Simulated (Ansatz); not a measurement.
# Hf3ZnN: the cost of one run

Program: Ansatz 0.2.0. Level of theory: DFT r2SCAN, scalar-relativistic, plane waves, PAW. These are calculated values, not measurements.

### Step 1. The structure to begin with

Symmetry: Cmcm, No. 63, orthorhombic system. Conventional cell: a = 3.305 Å, b = 11.204 Å, c = 8.744 Å, α = 90.00°, β = 90.00°, γ = 90.00°. Around Hf (site symmetry m) lie 2 N at 2.23 Å. Hf (site symmetry m2m) has 2 N at 2.25 Å as nearest neighbours. Zn (site symmetry m2m) is surrounded by 8 Hf at 2.77 to 2.91 Å. N (site symmetry 2/m) has 6 Hf at 2.23 to 2.25 Å as nearest neighbours.

Structure file:

```
CELL_PARAMETERS angstrom
1.65271 -5.60212 0.00000
1.65271 5.60212 0.00000
0.00000 0.00000 8.74354
ATOMIC_POSITIONS crystal
Hf 0.62841 0.37159 0.54669
Hf 0.37159 0.62841 0.04669
Hf 0.37159 0.62841 0.45331
Hf 0.62841 0.37159 0.95331
Hf 0.95190 0.04810 0.75000
Hf 0.04810 0.95190 0.25000
Zn 0.25381 0.74619 0.75000
Zn 0.74619 0.25381 0.25000
N 0.00000 0.00000 0.50000
N 0.00000 0.00000 0.00000
```

The structure comes from the Materials Project (structure only).

(A quick probe on a coarse mesh, which set the mesh and smearing, is not shown.)

### Step 3. The listed cell as it stands

Contents of input.yaml:

```yaml
crystal:
  lattice:
    - [1.65270604, -5.60212126, 0.0]
    - [1.65270604, 5.60212126, 0.0]
    - [0.0, 0.0, 8.74354286]
  atoms:
    - { symbol: Hf, position: [0.62840974, 0.37159026, 0.54668683] }
    - { symbol: Hf, position: [0.37159026, 0.62840974, 0.04668683] }
    - { symbol: Hf, position: [0.37159026, 0.62840974, 0.45331317] }
    - { symbol: Hf, position: [0.62840974, 0.37159026, 0.95331317] }
    - { symbol: Hf, position: [0.95190492, 0.04809508, 0.75] }
    - { symbol: Hf, position: [0.04809508, 0.95190492, 0.25] }
    - { symbol: Zn, position: [0.25380812, 0.74619188, 0.75] }
    - { symbol: Zn, position: [0.74619188, 0.25380812, 0.25] }
    - { symbol: "N", position: [0.0, 0.0, 0.5] }
    - { symbol: "N", position: [0.0, 0.0, 0.0] }
basis:
  ecutwfc: 500
kpoints:
  mp_grid: { grid: [12, 12, 4] }
hamiltonian:
  xc: r2scan
scf:
  occupations: { method: gaussian, width: 0.1 }
output:
  forces: true
  stress: true
  eigenvalues: true
  populations: true
  write_density: true
  write_potential: true
  elf: true
  volumetric_format: npy
```

Launch:

```bash
$ ansatz run input.yaml --threads 2 --pin off --max-ram 3584MiB --backend cpu --events-out ev --progress --plain --runs-dir out
```

Q: Estimate wall time and peak memory on 2 threads of Intel Xeon Platinum 8259CL at 2.50GHz (Skylake/Cascade Lake), shared host.

About 3.3 min, with a peak of 2.4 GiB.
